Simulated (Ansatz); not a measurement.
**r2SCAN0/cc-pVDZ run of CBr2F2 (dibromodifluoromethane)**

What is the electronic atomisation energy of CBr2F2 (dibromodifluoromethane) at r2SCAN0/cc-pVDZ? 

The calculation is run with Ansatz 0.2.0.

**1. The structure to begin with**

CBr2F2: 5 atoms, total charge 0, spin state singlet. As SMILES, `FC(F)(Br)Br`. Geometry: relaxed at PBE0-D4/def2-TZVP.

Bond lengths: F1–C2 1.324 Å, C2–F3 1.324 Å, C2–Br4 1.933 Å, C2–Br5 1.933 Å. Angles: F1–C2–F3 108.1°, F1–C2–Br4 109.2°, F1–C2–Br5 109.2°, F3–C2–Br4 109.2°, F3–C2–Br5 109.2°, Br4–C2–Br5 111.7°.

**2. A single-point energy at r2SCAN0/cc-pVDZ**

The input, input.yaml:

```yaml
crystal:
  periodic: [false, false, false]
  atoms:
    - {symbol: F, position_ang: [-0.970400, -0.113400, 0.986300]}
    - {symbol: C, position_ang: [0.004800, -0.087600, 0.090900]}
    - {symbol: F, position_ang: [0.914800, -0.981400, 0.446600]}
    - {symbol: Br, position_ang: [-0.709300, -0.561200, -1.642100]}
    - {symbol: Br, position_ang: [0.810000, 1.669900, 0.077000]}
basis:
  gaussian:
    orbitals: cc-pVDZ
accuracy: high
hamiltonian:
  xc: {name: r2SCAN0}
output: {orbitals: {seedname: orbitals}}
```

The run is started by

```bash
ansatz run input.yaml --threads 1 --pin off --max-ram 3480MiB --events-out events.jsonl --progress --plain --runs-dir runs
```

Standard output:

```text
Warning: RAYON_NUM_THREADS=1 ignored (pool sized by the plan → 1); use --threads N
Functional definition: r2SCAN0
  name "r2SCAN0"
  parameter a = 0.25
  parameter k0 = 0.174
  parameter k1 = 0.065
  parameter a1 = 4.9479
  exchange = (1 - a)*r2scan_x(k0 = k0, k1 = k1, a1 = a1) + a*exact_x
  correlation = r2scan_c
2003 factors; integrals over basis functions are off by at most 4.6e-9 eV
mean field evaluation 1: about -146555.4474 eV, gradient 3.1e1 eV
mean field evaluation 2: about -146553.4703 eV, gradient 4.6e1 eV
mean field evaluation 4: about -146556.9828 eV, gradient 1.5e0 eV
mean field evaluation 8: about -146557.1576 eV, gradient 3.4e-2 eV
mean field evaluation 16: about -146557.1576 eV, gradient 3.1e-6 eV
mean field -146557.15761854 eV, -5385.8762024720 hartree, gradient 2.1e-8 eV, S^2 0.000000; 0 other end points of the search recorded, 0 dependent functions left out
reference -146557.15761887 eV, -5385.8762024840 hartree; 47, 47 occupied and 49, 49 virtual orbitals, 2003 factors
Total energy: -146557.15761887 eV, -5385.8762024840 hartree
```

Wall time 16 s (1 thread of AMD EPYC 9R14 (Zen 4), shared host); peak memory 0.49 GiB.

**3. The Br atom, same level**

The input, job.yaml:

```yaml
crystal:
  periodic: [false, false, false]
  atoms:
    - {symbol: Br, position_ang: [0.000000, 0.000000, 0.000000]}
basis:
  gaussian:
    orbitals: cc-pVDZ
hamiltonian:
  xc: {name: r2SCAN0}
accuracy: high
magnetization:
  spin_polarized: true
  initial_magnetization: 1
```

The run is started by

```bash
ansatz run job.yaml --threads 1 --pin off --max-ram 3480MiB --events-out events.jsonl --progress --plain --runs-dir runs
```

Standard output, cut to the lines that bear on the results:

```text
Warning: RAYON_NUM_THREADS=1 ignored (pool sized by the plan → 1); use --threads N
[... 8 set-up lines as earlier in the session ...]
261 factors; integrals over basis functions are off by at most 4.6e-9 eV
mean field evaluation 1: about -70043.8916 eV, gradient 2.7e0 eV
mean field evaluation 2: about -70043.9460 eV, gradient 4.9e-1 eV
mean field evaluation 4: about -70043.9460 eV, gradient 4.9e-1 eV
mean field evaluation 8: about -70043.9480 eV, gradient 4.5e-3 eV
mean field evaluation 16: about -70043.9480 eV, gradient 5.0e-9 eV
mean field -70043.94799614 eV, -2574.0676113649 hartree, gradient 4.3e-9 eV, S^2 0.752970; 0 other end points of the search recorded, 0 dependent functions left out
reference -70043.94799665 eV, -2574.0676113839 hartree; 18, 17 occupied and 9, 10 virtual orbitals, 261 factors
Total energy: -70043.94799665 eV, -2574.0676113839 hartree
```

It took 2.1 s on 1 thread of AMD EPYC 9R14 (Zen 4), shared host; peak memory 0.16 GiB.

**4. The C atom at the same level**

The input, input.yaml:

```yaml
crystal:
  periodic: [false, false, false]
  atoms:
    - symbol: C
      position_ang: [0.000000, 0.000000, 0.000000]
basis:
  gaussian:
    orbitals: cc-pVDZ
magnetization:
  spin_polarized: true
  initial_magnetization: 2
hamiltonian:
  xc: {name: r2SCAN0}
accuracy: high
```

The run is started by

```bash
ansatz run input.yaml --threads 1 --pin off --max-ram 3480MiB --events-out events.jsonl --progress --plain --runs-dir runs
```

Standard output, cut to the lines that bear on the results:

```text
Warning: RAYON_NUM_THREADS=1 ignored (pool sized by the plan → 1); use --threads N
[... 8 set-up lines as earlier in the session ...]
96 factors; integrals over basis functions are off by at most 2.2e-9 eV
mean field evaluation 1: about -1029.2583 eV, gradient 3.7e0 eV
mean field evaluation 2: about -1029.3448 eV, gradient 7.1e-1 eV
mean field evaluation 4: about -1029.3482 eV, gradient 1.8e-1 eV
mean field evaluation 8: about -1029.3484 eV, gradient 1.2e-4 eV
mean field -1029.34837550 eV, -37.8278550821 hartree, gradient 8.0e-9 eV, S^2 2.004717; 0 other end points of the search recorded, 0 dependent functions left out
reference -1029.34837602 eV, -37.8278551013 hartree; 4, 2 occupied and 10, 12 virtual orbitals, 96 factors
Total energy: -1029.34837602 eV, -37.8278551013 hartree
```

Wall time 0.46 s (1 thread of AMD EPYC 9R14 (Zen 4), shared host); peak memory 0.11 GiB.

**5. The F atom, same level**

The input, job.yaml:

```yaml
crystal:
  periodic: [false, false, false]
  atoms:
    - {symbol: F, position_ang: [0.000000, 0.000000, 0.000000]}
basis:
  gaussian: {orbitals: cc-pVDZ}
accuracy: high
hamiltonian: {xc: {name: r2SCAN0}}
magnetization: {spin_polarized: true, initial_magnetization: 1}
```

Run the same way, it converges to -99.68145 Eh (log not shown).

**6. Results**

Level: r2SCAN0/cc-pVDZ.

| quantity | value |
| --- | --- |
| molecule: total energy | -5385.87620 Eh |
| molecule: HOMO energy | -8.75 eV |
| molecule: LUMO energy | -1.54 eV |
| molecule: HOMO–LUMO gap | 7.21 eV |
| Br atom: total energy | -2574.06761 Eh |
| Br atom: ⟨S²⟩ | 0.753 |
| C atom: total energy | -37.82786 Eh |
| C atom: ⟨S²⟩ | 2.005 |
| F atom: total energy | -99.68145 Eh |
| F atom: ⟨S²⟩ | 0.751 |
| electronic atomisation energy | 14.973 eV |

**Reading.** Taking the molecule apart into free atoms costs 14.97 eV (345 kcal/mol), before zero-point energy and without spin-orbit coupling.
